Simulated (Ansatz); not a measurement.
# Molecular dynamics of C

The input (input.yaml):

```yaml
crystal:
  lattice:
    - [0.0, 3.628535, 3.628535]
    - [3.628535, 0.0, 3.628535]
    - [3.628535, 3.628535, 0.0]
  atoms:
    - { symbol: C, position: [0.0, 0.0, 0.0] }
    - { symbol: C, position: [0.125, 0.125, 0.125] }
    - { symbol: C, position: [0.0, 0.0, 0.5] }
    - { symbol: C, position: [0.125, 0.125, 0.625] }
    - { symbol: C, position: [0.0, 0.5, 0.0] }
    - { symbol: C, position: [0.125, 0.625, 0.125] }
    - { symbol: C, position: [0.0, 0.5, 0.5] }
    - { symbol: C, position: [0.125, 0.625, 0.625] }
    - { symbol: C, position: [0.5, 0.0, 0.0] }
    - { symbol: C, position: [0.625, 0.125, 0.125] }
    - { symbol: C, position: [0.5, 0.0, 0.5] }
    - { symbol: C, position: [0.625, 0.125, 0.625] }
    - { symbol: C, position: [0.5, 0.5, 0.0] }
    - { symbol: C, position: [0.625, 0.625, 0.125] }
    - { symbol: C, position: [0.5, 0.5, 0.5] }
    - { symbol: C, position: [0.625, 0.625, 0.625] }
basis:
  ecutwfc: 420.0
kpoints:
  mp_grid: { grid: [3, 3, 3] }
hamiltonian:
  xc: pbe
  dispersion: d3bj
scf:
  occupations: { method: fermi_dirac, width: 0.3 }
  lower_state_search: "off"
md:
  timestep: 0.75
  n_steps: 120
  ensemble: nvt_langevin
  temperature: 3500.0
  initial_velocities: maxwell_boltzmann
  seed: 868878
  friction: 0.02
```

Run as:

```bash
$ ansatz run input.yaml --threads 1 --pin off --max-ram 3072MiB --backend cpu --events-out ev --progress --plain --runs-dir out
```

It starts from a structure without forces on its atoms.

Output, in part (step lines):

```
md step     0: t =     0.00 fs  T =  3281.2 K  F+E_penalty+E_count = -4015.49325374 eV  E_kin = 6.786150 eV  (6 SCF iters)
md step     1: t =     0.75 fs  T =  3197.6 K  F+E_penalty+E_count = -4015.37912519 eV  E_kin = 6.613084 eV  (7 SCF iters)
md step     2: t =     1.50 fs  T =  3069.4 K  F+E_penalty+E_count = -4015.04405397 eV  E_kin = 6.347968 eV  (7 SCF iters)
md step     3: t =     2.25 fs  T =  2746.5 K  F+E_penalty+E_count = -4014.51837417 eV  E_kin = 5.680149 eV  (7 SCF iters)
md step     4: t =     3.00 fs  T =  2694.7 K  F+E_penalty+E_count = -4013.85128100 eV  E_kin = 5.573142 eV  (7 SCF iters)
md step     5: t =     3.75 fs  T =  2348.6 K  F+E_penalty+E_count = -4013.10487825 eV  E_kin = 4.857309 eV  (5 SCF iters)
md step     6: t =     4.50 fs  T =  1823.9 K  F+E_penalty+E_count = -4012.39581094 eV  E_kin = 3.772090 eV  (5 SCF iters)
md step     7: t =     5.25 fs  T =  1599.3 K  F+E_penalty+E_count = -4011.76126656 eV  E_kin = 3.307634 eV  (5 SCF iters)
[... lines left out ...]
md step   119: t =    89.25 fs  T =  3796.3 K  F+E_penalty+E_count = -4010.50232855 eV  E_kin = 7.851406 eV  (6 SCF iters)
md step   120: t =    90.00 fs  T =  3840.7 K  F+E_penalty+E_count = -4010.76629787 eV  E_kin = 7.943168 eV  (7 SCF iters)
```

The steps, from the saved trajectory:

```
time (fs)  T (K)  potential energy less start (eV)
      0.0   3281                             0.000
      3.0   2695                             1.642
      6.0   1358                             4.283
      9.0   1185                             5.209
     12.0   1642                             5.117
     15.0   1778                             5.508
     18.0   1761                             6.287
     21.0   2435                             5.929
     24.0   2668                             4.991
     27.0   3165                             4.197
     30.0   3015                             4.482
     33.0   2711                             5.491
     36.0   2381                             6.375
     39.0   2523                             6.602
     42.0   2804                             6.271
     45.0   3466                             5.522
     48.0   3238                             5.820
     51.0   2387                             7.107
     54.0   2270                             7.383
     57.0   2516                             6.689
     60.0   2792                             6.266
     63.0   3078                             6.529
     66.0   2995                             7.029
     69.0   3331                             6.168
     72.0   3687                             5.027
     75.0   3358                             5.247
     78.0   2549                             6.573
     81.0   2279                             7.605
     84.0   2279                             7.619
     87.0   2612                             6.246
     90.0   3841                             4.727
```

All steps were run. The mean temperature of the second half is 17 % below the set value. A run of 0.09 ps of so small a system gives no equilibrium averages. Limits of this set-up: coarse k mesh.

Mean squared displacements from the first frame to the last, about the centre of mass: C 0.02 Å².

Last frame:

```xyz
16
Lattice="0.0000 3.6285 3.6285 3.6285 0.0000 3.6285 3.6285 3.6285 0.0000" Properties=species:S:1:pos:R:3
C -0.150 0.151 -0.017
C 0.826 0.928 0.678
C 1.808 1.797 -0.228
C 2.732 2.593 0.723
C 1.818 0.108 1.529
C 2.603 0.848 2.667
C 3.742 1.659 1.694
C 4.660 2.737 2.571
C -0.104 1.822 1.632
C 0.756 2.696 2.669
C 1.844 3.563 1.726
C 2.667 4.387 2.648
C 1.770 1.876 3.482
C 2.719 2.889 4.319
C 3.712 3.680 3.409
C 4.535 4.515 4.456
```

Time of the run: 11 min on 1 thread of Arm Neoverse V1, with other jobs on the host, peak memory 0.39 GiB.
